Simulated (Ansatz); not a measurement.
# Zn2SnS3: the cost of one run

Method: DFT PBE, scalar-relativistic, plane waves, PAW, in Ansatz 0.2.0.

3 further runs of the same task are left out: 1 that didn't finish, 2 set aside as unsound or not needed.

## Step 1: The structure to begin with

The structure is hexagonal, space group P-62m (No. 189). The conventional cell has a = 6.278 Å, b = 6.278 Å, c = 3.400 Å, α = 90.00°, β = 90.00°, γ = 120.00°. Zn (site symmetry -6) has 6 S at 2.64 Å as nearest neighbours. Sn (site symmetry -62m) is surrounded by 6 S at 2.82 Å. Around S (site symmetry m2m) lie 4 Zn at 2.64 Å and 2 Sn at 2.82 Å.

As a file:

```
Zn Sn S
1.0
     6.27848    0.00000    0.00000
    -3.13924    5.43732    0.00000
     0.00000    0.00000    3.40001
Zn Sn S
2 1 3
Direct
  0.66667 0.33333 0.00000
  0.33333 0.66667 0.00000
  0.00000 0.00000 0.00000
  0.00000 0.35831 0.50000
  0.64169 0.64169 0.50000
  0.35831 0.00000 0.50000
```

It is the end of an earlier relaxation with the same method, from a generated guess; it is a trial structure. At a tolerance of 0.05 Å it has space group P-62m (No. 189); it has 19.34 Å³/atom, an uncorrected energy of -0.25 eV/atom over the elements.

## Step 2: Electronic structure at the relaxed geometry

Contents of input.yaml:

```yaml
crystal:
  lattice:
    - [6.2784758081, 0.0, 0.0]
    - [-3.139237904, 5.4373195469, 0.0]
    - [0.0, 0.0, 3.4000063706]
  atoms:
    - { symbol: Zn, position: [0.6666666667, 0.3333333333, 0.0] }
    - { symbol: Zn, position: [0.3333333333, 0.6666666667, 0.0] }
    - { symbol: Sn, position: [0.0, 0.0, 0.0] }
    - { symbol: S, position: [0.0, 0.358310216, 0.5] }
    - { symbol: S, position: [0.641689784, 0.641689784, 0.5] }
    - { symbol: S, position: [0.358310216, 0.0, 0.5] }
basis:
  ecutwfc: 420
kpoints:
  mp_grid: { grid: [6, 6, 12] }
  band_path:
    path:
      - [[0.0, 0.0, 0.0], [0.5, 0.0, 0.0], [0.33333333, 0.33333333, 0.0], [0.0, 0.0, 0.0], [0.0, 0.0, 0.5], [0.5, 0.0, 0.5], [0.33333333, 0.33333333, 0.5], [0.0, 0.0, 0.5]]
      - [[0.5, 0.0, 0.5], [0.5, 0.0, 0.0]]
      - [[0.33333333, 0.33333333, 0.5], [0.33333333, 0.33333333, 0.0]]
    npoints: 14
hamiltonian:
  xc: pbe
scf:
  occupations: { method: gaussian, width: 0.1 }
  n_extra_bands: 15
output:
  forces: true
  stress: true
  eigenvalues: true
  populations: true
  dos: { projected: true, de: 0.02, nscf_kmesh: { grid: [8, 8, 15] } }
  bader: true
  write_density: true
  write_potential: true
  elf: true
  volumetric_format: npy
```

Started as:

```bash
$ ansatz run input.yaml --threads 1 --pin off --max-ram 2560MiB --backend cpu --events-out ev --progress --plain --runs-dir out
```

What time and memory should one allow on 1 thread of Intel Xeon at 2.70GHz, shared host?

About 2.3 min, with a peak of 0.67 GiB.
